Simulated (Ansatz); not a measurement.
# [BF4]-: one molecule under many settings

Aim: run [BF4]- under a spread of inputs, and see what each costs and gives.

Computed with Ansatz 0.2.0, Gaussian basis. Level: the settings change from run to run.

## Step 1: The relaxed structure

The structure was relaxed beforehand with PBE-D4/def2-SVPD.

5 atoms, charge -1, spin multiplicity 1.

Atoms are counted from 1 here; the program's logs count them from 0.

Bond lengths: B1–F2 1.425 Å, B1–F3 1.425 Å, B1–F4 1.425 Å, B1–F5 1.425 Å. Angles: F2–B1–F3 109.5°, F2–B1–F4 109.5°, F2–B1–F5 109.5°, F3–B1–F4 109.5°, F3–B1–F5 109.5°, F4–B1–F5 109.5°.

## Step 2: CAM-B3LYP/def2-SVP

Set apart from the defaults: D3(BJ) with three-body dispersion, relativity set to scalar.

The input, in.yaml:

```yaml
crystal:
  periodic: [false, false, false]
  atoms:
    - {symbol: B, position_ang: [-0.000003, -0.000002, -0.000003]}
    - {symbol: F, position_ang: [0.011185, -0.019112, 1.424808]}
    - {symbol: F, position_ang: [1.339709, 0.011125, -0.485421]}
    - {symbol: F, position_ang: [-0.679441, 1.167375, -0.454061]}
    - {symbol: F, position_ang: [-0.671450, -1.159386, -0.485333]}
basis:
  gaussian: {orbitals: def2-SVP}
total_charge: -1
hamiltonian: {xc: {name: CAM-B3LYP}, dispersion: d3bjatm, pseudopotentials: {relativity: scalar}}
```

Command:

```sh
$ ansatz run in.yaml --threads 4 --pin off --events-out ev --progress --plain --max-ram 3916MiB
```

Standard output:

```text
Functional definition: CAM-B3LYP
  name "CAM-B3LYP"
  cite "Yanai, Tew & Handy, Chem. Phys. Lett. 393, 51 (2004) doi:10.1016/j.cplett.2004.06.011"
  cite "Iikura, Tsuneda, Yanai & Hirao, J. Chem. Phys. 115, 3540 (2001) doi:10.1063/1.1383587"
  cite "Becke, Phys. Rev. A 38, 3098 (1988) doi:10.1103/PhysRevA.38.3098"
  cite "Lee, Yang & Parr, Phys. Rev. B 37, 785 (1988) doi:10.1103/PhysRevB.37.785"
  cite "Vosko, Wilk & Nusair, Can. J. Phys. 58, 1200 (1980) doi:10.1139/p80-159"
  parameter alpha = 0.19
  parameter beta = 0.46
  parameter omega = 0.33/bohr
  parameter ac = 0.81
  # Exact exchange under (alpha + beta erf(omega r))/r, Becke's under what is left of 1/r.
  exchange = (1 - alpha - beta)*b88_x + beta*b88_x_sr(omega) + alpha*exact_x + beta*exact_x_lr(omega)
  correlation = (1 - ac)*vwn5_c + ac*lyp_c
648 factors; integrals over basis functions are off by at most 7.7e-4 eV
154 factors; integrals over basis functions are off by at most 3.1e-6 eV
mean field evaluation 1: about -11548.0900 eV, gradient 2.3e1 eV
mean field evaluation 2: about -11548.4094 eV, gradient 2.2e1 eV
mean field evaluation 4: about -11549.0817 eV, gradient 4.7e-1 eV
mean field evaluation 8: about -11549.1827 eV, gradient 2.9e-3 eV
mean field -11549.18273921 eV, -424.4246373487 hartree, gradient 2.4e-5 eV, S^2 0.000000; 0 other end points of the search recorded, 0 dependent functions left out
reference -11549.18282056 eV, -424.4246403382 hartree; 21, 21 occupied and 49, 49 virtual orbitals, 648 factors
Total energy: -11549.21665333 eV, -424.4258836697 hartree
Relativity: scalar
```

Run time: 0.55 s. Hardware: 4 threads of Intel Xeon Platinum 8488C, shared host.

## Step 3: CAM-B3LYP/STO-3G

Set apart from the defaults: high accuracy.

in.yaml, as its differences from that of step 2:

```diff
@@ -9,4 +9,5 @@
 basis:
-  gaussian: {orbitals: def2-SVP}
+  gaussian: {orbitals: STO-3G}
 total_charge: -1
-hamiltonian: {xc: {name: CAM-B3LYP}, dispersion: d3bjatm, pseudopotentials: {relativity: scalar}}
+hamiltonian: {xc: {name: CAM-B3LYP}}
+accuracy: high
```

Same command.

Standard output, shortened:

```text
Functional definition: CAM-B3LYP
  name "CAM-B3LYP"
  cite "Yanai, Tew & Handy, Chem. Phys. Lett. 393, 51 (2004) doi:10.1016/j.cplett.2004.06.011"
  cite "Iikura, Tsuneda, Yanai & Hirao, J. Chem. Phys. 115, 3540 (2001) doi:10.1063/1.1383587"
  cite "Becke, Phys. Rev. A 38, 3098 (1988) doi:10.1103/PhysRevA.38.3098"
  cite "Lee, Yang & Parr, Phys. Rev. B 37, 785 (1988) doi:10.1103/PhysRevB.37.785"
  cite "Vosko, Wilk & Nusair, Can. J. Phys. 58, 1200 (1980) doi:10.1139/p80-159"
[...]
  # Exact exchange under (alpha + beta erf(omega r))/r, Becke's under what is left of 1/r.
[...]
497 factors; integrals over basis functions are off by at most 4.0e-8 eV
188 factors; integrals over basis functions are off by at most 5.8e-10 eV
[...]
mean field -11375.14153617 eV, -418.0287411062 hartree, gradient 1.9e-8 eV, S^2 0.000000; 0 other end points of the search recorded, 0 dependent functions left out
reference -11375.14154514 eV, -418.0287414361 hartree; 21, 21 occupied and 4, 4 virtual orbitals, 497 factors
Total energy: -11375.14154514 eV, -418.0287414361 hartree
```

It took 0.5 s on 4 threads of Intel Xeon Platinum 8488C, shared host.

## Step 4: RPBE/cc-pVTZ

This run has unrestricted orbitals, D3(BJ) with three-body dispersion.

in.yaml, as its differences from that of step 3:

```diff
@@ -9,5 +9,7 @@
 basis:
-  gaussian: {orbitals: STO-3G}
+  gaussian: {orbitals: cc-pVTZ}
 total_charge: -1
-hamiltonian: {xc: {name: CAM-B3LYP}}
-accuracy: high
+magnetization: {spin_polarized: true, initial_magnetization: 0}
+hamiltonian: {xc: {name: RPBE}, dispersion: d3bjatm}
+scf: {omitted_lower_state_checks: [starts]}
+output: {forces: true}
```

Launched as before.

Standard output, shortened:

```text
Functional definition: RPBE
  name "RPBE"
  cite "Hammer, Hansen & Nørskov, Phys. Rev. B 59, 7413 (1999) doi:10.1103/PhysRevB.59.7413"
  cite "Perdew, Burke & Ernzerhof, Phys. Rev. Lett. 77, 3865 (1996) doi:10.1103/PhysRevLett.77.3865"
[...]
796 factors; their error is unknown
[...]
mean field -11554.73372420 eV, -424.6286322846 hartree, gradient 4.8e-6 eV, S^2 0.000000; 0 other end points of the search recorded, 0 dependent functions left out
[...]
reference -11554.73375655 eV, -424.6286334733 hartree; 21, 21 occupied and 129, 129 virtual orbitals, 796 factors
Total energy: -11555.01777542 eV, -424.6390709745 hartree
Atom 0 at    -0.000003    -0.000002    -0.000003 Å, force     0.000118    -0.000001     0.000082 eV/Å
Atom 1 at     0.011185    -0.019112     1.424808 Å, force     0.000384    -0.000675     0.050339 eV/Å
Atom 2 at     1.339709     0.011125    -0.485421 Å, force     0.047328     0.000393    -0.017160 eV/Å
Atom 3 at    -0.679441     1.167375    -0.454061 Å, force    -0.024057     0.041307    -0.016077 eV/Å
Atom 4 at    -0.671450    -1.159386    -0.485333 Å, force    -0.023774    -0.041024    -0.017184 eV/Å
Dipole moment:    -0.000006     0.000000    -0.000004 e Å
Checks for a lower state left out: starts
```

Wall time 1.1 s (4 threads of Intel Xeon Platinum 8488C, shared host).

Largest force 0.050 eV/Å, ⟨S²⟩ 0.000.

## Step 5: BLYP/cc-pCVTZ

Options: a grid of angular degree 23, the search for lower states set to light.

in.yaml, as its differences from that of step 4:

```diff
@@ -9,7 +9,6 @@
 basis:
-  gaussian: {orbitals: cc-pVTZ}
+  gaussian: {orbitals: cc-pCVTZ, final_grid: {core_spheres: 8, valence_spheres: 7, degree: 23}}
 total_charge: -1
-magnetization: {spin_polarized: true, initial_magnetization: 0}
-hamiltonian: {xc: {name: RPBE}, dispersion: d3bjatm}
-scf: {omitted_lower_state_checks: [starts]}
+hamiltonian: {xc: {name: BLYP}}
+scf: {lower_state_search: light}
 output: {forces: true}
```

The command is unchanged.

Standard output, shortened:

```text
Functional definition: BLYP
  name "BLYP"
  cite "Becke, Phys. Rev. A 38, 3098 (1988) doi:10.1103/PhysRevA.38.3098"
  cite "Lee, Yang & Parr, Phys. Rev. B 37, 785 (1988) doi:10.1103/PhysRevB.37.785"
[...]
1068 factors; their error is unknown
[...]
mean field -11555.75431422 eV, -424.6661382759 hartree, gradient 1.8e-5 eV, S^2 0.000000; 0 other end points of the search recorded, 0 dependent functions left out
[...]
reference -11555.75458427 eV, -424.6661482000 hartree; 21, 21 occupied and 194, 194 virtual orbitals, 1068 factors
Total energy: -11555.75458427 eV, -424.6661482000 hartree
Atom 0 at    -0.000003    -0.000002    -0.000003 Å, force     0.000115    -0.000001     0.000080 eV/Å
Atom 1 at     0.011185    -0.019112     1.424808 Å, force    -0.000390     0.000647    -0.048240 eV/Å
Atom 2 at     1.339709     0.011125    -0.485421 Å, force    -0.045363    -0.000377     0.016424 eV/Å
Atom 3 at    -0.679441     1.167375    -0.454061 Å, force     0.022954    -0.039464     0.015339 eV/Å
Atom 4 at    -0.671450    -1.159386    -0.485333 Å, force     0.022684     0.039194     0.016397 eV/Å
Dipole moment:    -0.000006     0.000000    -0.000004 e Å
```

Run time: 0.8 s. Hardware: 4 threads of Intel Xeon Platinum 8488C, shared host.

Largest force 0.048 eV/Å.

## Step 6: The runs in one table

| level | charge | multiplicity | geometry | functions | energy (eV) | time |
| --- | --- | --- | --- | --- | --- | --- |
| CAM-B3LYP/def2-SVP | -1 | 1 | relaxed | 70 | -11549.217 | 0.55 s |
| CAM-B3LYP/STO-3G | -1 | 1 | relaxed | 25 | -11375.142 | 0.5 s |
| RPBE/cc-pVTZ | -1 | 1 | relaxed | 150 | -11555.018 | 1.1 s |
| BLYP/cc-pCVTZ | -1 | 1 | relaxed | 215 | -11555.755 | 0.8 s |

## Step 7: Results

```
                                         quantity                    value
                                             runs                        4
                                         quickest  CAM-B3LYP/STO-3G, 0.5 s
                                          slowest      RPBE/cc-pVTZ, 1.1 s
spread of total energies, same state and geometry                 180.6 eV
```

What this shows: RPBE/cc-pVTZ took 2 times as long as CAM-B3LYP/STO-3G. The jobs differ in tasks and options as well as level. The totals spread over 181 eV; they can't be compared across methods or bases. At the PBE-D4/def2-SVPD geometry and in the same state, runs without warnings or point charges leave forces up to 0.05 eV/Å (RPBE/cc-pVTZ).
